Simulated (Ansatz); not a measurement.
I need a convergence test of the k-point mesh of BaFeO3, space group Pm-3m. Use Ansatz's Python interface. Level of theory (first run): PBEsol, PAW, cutoff 420 eV, 2×2×2 k-points, Fermi-Dirac smearing of 0.15 eV, collinear spin. The script varies spacing (1/A): 1.0, 0.6, 0.4, 0.3.

```yaml
crystal:
  lattice:
    - [4.02000, 0.00000, 0.00000]
    - [0.00000, 4.02000, 0.00000]
    - [0.00000, 0.00000, 4.02000]
  atoms:
    - { symbol: Ba, position: [0.00000, 0.00000, 0.00000] }
    - { symbol: Fe, position: [0.50000, 0.50000, 0.50000] }
    - { symbol: O, position: [0.50000, 0.50000, 0.00000] }
    - { symbol: O, position: [0.00000, 0.50000, 0.50000] }
    - { symbol: O, position: [0.50000, 0.00000, 0.50000] }
```

Script `bafeo3.py`:
```python
"""k-point test for BaFeO3."""

import ansatz
import pandas as pd

xtal = (
    ansatz.Lattice.of((4.02, 0.0, 0.0), (0.0, 4.02, 0.0), (0.0, 0.0, 4.02))
    .atom("Ba", (0.0, 0.0, 0.0))
    .atom("Fe", (0.5, 0.5, 0.5))
    .atom("O", (0.5, 0.5, 0.0))
    .atom("O", (0.0, 0.5, 0.5))
    .atom("O", (0.5, 0.0, 0.5))
    .moments(Fe=3.5)
)

base = xtal.calculation()
base = base.functional("pbesol")
base = base.basis(420)
base = base.occupations(ansatz.OccupationsMethod.FERMI_DIRAC, width=0.15).spin(ansatz.SpinTreatment.COLLINEAR)
base = base.hubbard("Fe", "d", u=6.9, j=0.9)

rows = []
for value in [1.0, 0.6, 0.4, 0.3]:
    data = base.kpoints(spacing=value).run(threads=1).report
    rows.append((value, data["free_energy_ev"] / len(data["lattice"]["sites"]), data["n_iterations"], data["magnetization_mub"], data["n_kpoints"]))

table = pd.DataFrame(rows, columns=["spacing (1/A)", "F/atom (eV)", "iterations", "moment (muB)", "k-points"])
print(table.round(5).to_string(index=False))

# differences from the last row
for row in rows[:-1]:
    shift = 1000 * (row[1] - rows[-1][1])
    print(f"{row[0]}: {shift:+.2f} meV/atom" + ("  (within 2 meV)" if abs(shift) < 2 else ""))
```

```console
$ python bafeo3.py
 spacing (1/A)  F/atom (eV)  iterations  moment (muB)  k-points
           1.0  -2398.59232          17       4.66224         4
           0.6  -2398.58810          16       4.09131         4
           0.4  -2398.58458          17       4.24331        10
           0.3  -2398.59217          17       4.30955        20
1.0: -0.15 meV/atom  (within 2 meV)
0.6: +4.06 meV/atom
0.4: +7.58 meV/atom
```

What to keep in mind:
- Other magnetic orders than the one started from may lie lower.
- The overall sign of a collinear moment is arbitrary, and semilocal functionals can give small moments to compounds that are paramagnetic.
- A Fermi-Dirac width this large means warm electrons, whose thermal share enters the free energy.
- With one magnetic atom the cell can hold only ferromagnetic order.
- Of the deposited cell: the entry's cell lengths or inner coordinates differ somewhat from later room-temperature determinations.
- A row within the bound is followed by one outside it, so the series isn't shown to be converged.
- The structure is a deposited one; some such entries were measured under pressure or heat, so a shift against it needn't be the functional's error alone.
- Shifts are counted from the finest mesh, which is itself no proven limit.
- Hardware and time: 29 s on 1 thread of Intel(R) Xeon(R) Platinum 8259CL CPU @ 2.50GHz (Skylake/Cascade Lake), with other jobs on the host, peak memory 0.55 GiB.
